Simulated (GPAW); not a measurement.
The system is MgTiNbO4.

```
CELL_PARAMETERS angstrom
4.71026 -2.10295 0.00000
4.71026 2.10295 0.00000
-1.86680 0.00000 3.76678
ATOMIC_POSITIONS crystal
Nb 0.00849 0.00849 0.00928
Ti 0.75856 0.75856 0.25710
Mg 0.50853 0.50853 0.50941
O 0.26641 0.26641 0.26555
O 0.50797 0.50797 0.00863
O 0.75057 0.75057 0.74970
O 0.00899 0.00899 0.50983
```

The cell comes from a database or a generator and needn't be the stable form of this composition.

Base run:

| Item | Value |
| --- | --- |
| Program | GPAW 26.7.0 |
| Functional | PBE |
| Potentials or basis | GPAW PAW data sets (gpaw-data 1.2.1) |
| Cutoff | 800 eV |
| Basis | pw |
| k mesh | 5 × 5 × 5 |
| Occupations | fermi-dirac, width 0.05 eV |
| Spin | no spin polarisation |

Its results: pressure -3.0 GPa; largest force 0.268 eV/Å.

Problem. The run is repeated on the same cell with these changes: functional from PBE to LDA; potentials or basis from GPAW PAW data sets (gpaw-data 1.2.1) to the program's PAW data sets (release 1.2.1) made for this functional. What comes out?

Solution. Pressure -15.9 GPa; largest force 0.440 eV/Å.

Caveats: an odd number of electrons without spin polarisation forces a metal; a magnetic or distorted state may lie lower.
